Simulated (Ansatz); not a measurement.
Cu3O2: band structure with LDA

Cu3O2:

```
CELL_PARAMETERS angstrom
-2.02298 2.02298 3.67362
2.02298 -2.02298 3.67362
2.02298 2.02298 -3.67362
ATOMIC_POSITIONS crystal
Cu 0.00000 0.00000 0.00000
Cu 0.75000 0.25000 0.50000
Cu 0.25000 0.75000 0.50000
O 0.50000 0.00000 0.50000
O 0.00000 0.50000 0.50000
```

The cell comes from a database or a generator and needn't be the stable form of this composition.

```json
{
  "Program": "Ansatz 0.2.0",
  "Task": "band structure",
  "Functional": "LDA",
  "Potentials or basis": "Ansatz PAW",
  "Cutoff": "420 eV (not typed: the program's choice for these potentials)",
  "k mesh": "9 × 9 × 9",
  "Occupations": "fermi-dirac, width 0.05 eV",
  "Spin": "no spin polarisation",
  "Path": "[[\"G\", \"X\", \"Y\", \"S\", \"G\", \"Z\", \"S1\", \"N\", \"P\", \"Y1\", \"Z\"], [\"X\", \"P\"]]",
  "Points for each segment of the path": "14"
}
```

```json
{
 "Pressure": "-11.8 GPa",
 "Band gap on the k mesh": "none (metal or under the smearing width)"
}
```

Stress tensor (GPa, compression positive):
```
 -9.04   0.00   0.00
  0.00  -9.04   0.00
  0.00   0.00 -17.38
```

Levels at the corners of the path, in eV from the Fermi level:
```tsv
point	band 31	band 32	band 33	band 34	band 35	band 36	band 37	band 38
Γ	-1.61	-1.44	-0.75	-0.75	0.38	0.48	5.12	5.12
X	-1.49	-0.43	-0.40	-0.22	0.51	1.26	3.57	3.64
Y	-1.51	-1.50	-0.65	-0.43	0.80	2.46	3.80	3.95
S	-1.73	-1.49	-1.16	-0.26	-0.20	3.00	4.06	5.71
Γ	-1.61	-1.44	-0.75	-0.75	0.38	0.48	5.12	5.12
Z	-1.71	-1.44	-1.27	-0.27	-0.27	3.21	4.64	6.25
S1	-1.73	-1.49	-1.16	-0.26	-0.20	3.00	4.06	5.71
N	-1.47	-1.27	-0.88	-0.52	-0.21	2.83	3.21	8.04
P	-1.26	-0.57	-0.57	-0.41	1.21	1.74	2.99	5.19
Y1	-1.51	-1.50	-0.65	-0.43	0.80	2.46	3.80	3.95
Z	-1.71	-1.44	-1.27	-0.27	-0.27	3.21	4.64	6.25
X	-1.49	-0.43	-0.40	-0.22	0.51	1.26	3.57	3.64
P	-1.26	-0.57	-0.57	-0.41	1.21	1.74	2.99	5.19
```

It took 18 s on 2 threads of Arm Neoverse V1, on a shared host, peak memory 0.45 GiB.

Caveat: the pressure holds a Pulay correction of +0.6 GPa for the finite cutoff; an odd number of electrons without spin polarisation forces a metal; a magnetic or distorted state may lie lower; the run has no spin polarisation, though such a crystal can be magnetic; semilocal functionals often make such compounds metallic where correlation or magnetic order opens a gap, which also shifts bond lengths; the PAW data sets come from PBE, with cores solved anew for the run's functional, which leaves a small shift of forces and pressure. With open d or f shells a metallic result of LDA can be an artefact of self-interaction; +U or a hybrid may open a gap.
